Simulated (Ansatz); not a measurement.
# GaPN+ (triplet): wave-function methods side by side, cc-pVDZ

One table from this session's results is given with a row withheld; the runs are named, their logs left out.

Method: cc-pVDZ, core rule «outside noble gas», up to 20 orbitals frozen; program: Ansatz 0.2.0, Gaussian basis.

To be run: UHF; CCSD(T) on ROHF; CCSD(T) on UHF; BCCD(T) on ROHF; CISD; CCSDT(Q) on ROHF; CCSDT(Q) on UHF.

36 further runs of the same task are left out: 15 for a known fault of the program, 9 that didn't finish, 12 set aside as unsound or not needed.

### What is computed

The geometry is a PBE0/def2-TZVP stationary point (not a proven minimum) of the parent state, kept for this charge and spin. No spin-orbit coupling is included. The filled d shell of Ga may be among the frozen orbitals whatever the setting's name suggests; the logs give the count.

3 atoms, charge 1, spin multiplicity 3.

Atoms are counted from 1 here; the program's logs count them from 0.

Bond lengths: Ga1–P2 2.418 Å, Ga1–N3 1.835 Å, P2–N3 1.712 Å. Angles: P2–Ga1–N3 44.9°, Ga1–P2–N3 49.2°, Ga1–N3–P2 85.9°.

The first run:

Input file in.yaml:

```yaml
crystal:
  periodic: [false, false, false]
  atoms:
    - {symbol: Ga, position_ang: [0.000000, 0.093764, 0.821607]}
    - {symbol: P, position_ang: [0.000000, 0.284432, -1.589191]}
    - {symbol: N, position_ang: [0.000000, -1.095724, -0.575558]}
basis:
  gaussian: {orbitals: cc-pVDZ}
total_charge: 1
magnetization: {spin_polarized: true, initial_magnetization: 2}
hamiltonian: {xc: hf}
output: {orbitals: {seedname: orbitals}}
```

On the command line:

```console
$ ansatz run in.yaml --threads 1 --pin off --events-out ev --progress --plain --max-ram 2393MiB
```

Steps of the session up to this table: UHF; CCSD(T) on ROHF; CCSD(T) on UHF; BCCD(T) on ROHF; CISD; CCSDT(Q) on ROHF; CCSDT(Q) on UHF.

One table of the session follows, with a row left open; its other results are not shown here.

```
   method  from RCCSDT(Q) (kJ/mol)
     ROHF                        ?
     RMP2                    +68.5
     UMP2                   +160.9
    RCCSD                    +58.3
    UCCSD                    +56.3
 RCCSD(T)                     +7.9
 UCCSD(T)                    +10.7
  BCCD(T)                     +8.0
   RCCSDT                     +7.1
   UCCSDT                     +5.8
RCCSDT(Q)                        0
UCCSDT(Q)                     -1.6
```

**Question.** Estimate the row for ROHF.

As computed: from RCCSDT(Q) (kJ/mol): +905.4. In the column «from RCCSDT(Q) (kJ/mol)» it is the highest.

Not comparable, so not listed: CISD (they don't share determinant, frozen orbitals or solution with the rows shown, or repeat one).

To keep in mind: Left out of the table: UHF (another determinant or state than the rows shown). Warnings: spin contamination; coupled cluster took another determinant than the lowest. Restricted and unrestricted rows rest on different reference determinants; where their highest levels disagree by more than a few hundredths of an eV, they describe different states and don't form one ladder.
